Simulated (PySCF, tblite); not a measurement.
**C₂H₁₁Si₃ radical: geometry, infrared bands and EPR parameters**

Aim: predict the infrared bands and EPR parameters of C₂H₁₁Si₃ radical (`[SiH3]C[C]([SiH3])[SiH3]`).

Computed with tblite 0.8.0 and PySCF 2.14.0, with density-fitted response routines of our own, on a single molecule in the gas phase. Atoms count from 0, in the outputs and in this text.

## 1. The starting structure

16 atoms, charge 0, multiplicity 2; geometry from: force field or distance geometry start.

Bonds of the start (Å): Si0–C1 1.86, C1–C2 1.52, C2–Si3 1.82, C2–Si4 1.83, Si0–H5 1.49, Si0–H6 1.47, Si0–H7 1.44, C1–H8 1.11, C1–H9 1.11, Si3–H10 1.45, Si3–H11 1.50, Si3–H12 1.50, Si4–H13 1.50, Si4–H14 1.49, Si4–H15 1.47.

## 2. Geometry optimisation with GFN2-xTB

The job: settings as JSON, then the geometry in Å.

```
{"job": {"kind": "relax", "xc": "GFN2-xTB", "basis": "xTB"}, "charge": 0, "multiplicity": 2}
Si    -1.866800     0.021200     0.258000
C     -0.458600     1.220000     0.058500
C      0.875000     0.490900    -0.058800
Si     1.255200    -0.543900     1.384800
Si     0.982300    -0.311300    -1.697900
H     -2.377200     0.221700     1.643600
H     -2.939900     0.414300    -0.661100
H     -1.469900    -1.354700     0.072100
H     -0.399400     1.895200     0.937400
H     -0.601800     1.781400    -0.883000
H      2.572000    -1.157600     1.405200
H      0.214500    -1.598700     1.626000
H      1.146300     0.310200     2.611800
H      0.692100     0.737600    -2.727500
H      2.364600    -0.738400    -2.037500
H      0.003900    -1.378900    -1.942800
```

Command:

```bash
$ OMP_NUM_THREADS=1 python probes_run.py task.json out
```

One launch serves the whole session: the jobs run in the order shown.

**Question.** This job is followed by: GFN2-xTB harmonic vibrations, gas phase; UKS B3LYP, pcH-1 on C H Si, non-relativistic, mean-field spin-orbit, GIAO. Predict these results of the whole session: strongest single infrared mode (GFN2-xTB); zero-point energy (GFN2-xTB); g(iso) (B3LYP); ⟨S²⟩; largest a(iso) (averaged by class); potential on the surface of density 0.002 e/bohr³, 1st and 99th percentile.

As calculated:

| quantity | value |
| --- | --- |
| strongest single infrared mode (GFN2-xTB) | 809 cm⁻¹, 665 km/mol |
| zero-point energy (GFN2-xTB) | 64.8 kcal/mol |
| g(iso) (B3LYP) | 2.00272 |
| ⟨S²⟩ | 0.754 (exact 0.75) |
| largest a(iso) (averaged by class) | 29Si on Si0, -114.9 MHz |
| potential on the surface of density 0.002 e/bohr³, 1st and 99th percentile | -0.06 V and 1.15 V |

The optimisation took 97 steps and gained 0.691 eV; among the close pairs (by a distance rule), Si0–C1 changed most, from 1.860 to 1.929 Å. All 42 modes are real, so the xTB geometry is a minimum. GFN2-xTB is a fitted tight-binding method: band positions and strengths are rough. Its intensities can rank the bands wrongly. Most of the unpaired spin sits on C2 (0.89 e). The isotropic g lies 0.4 ppt above the free-electron value. These values are for one conformer; the search (at its own cheap level) found 2 more, at 0.05, 0.37 kcal/mol, and measured spectra average over such forms.
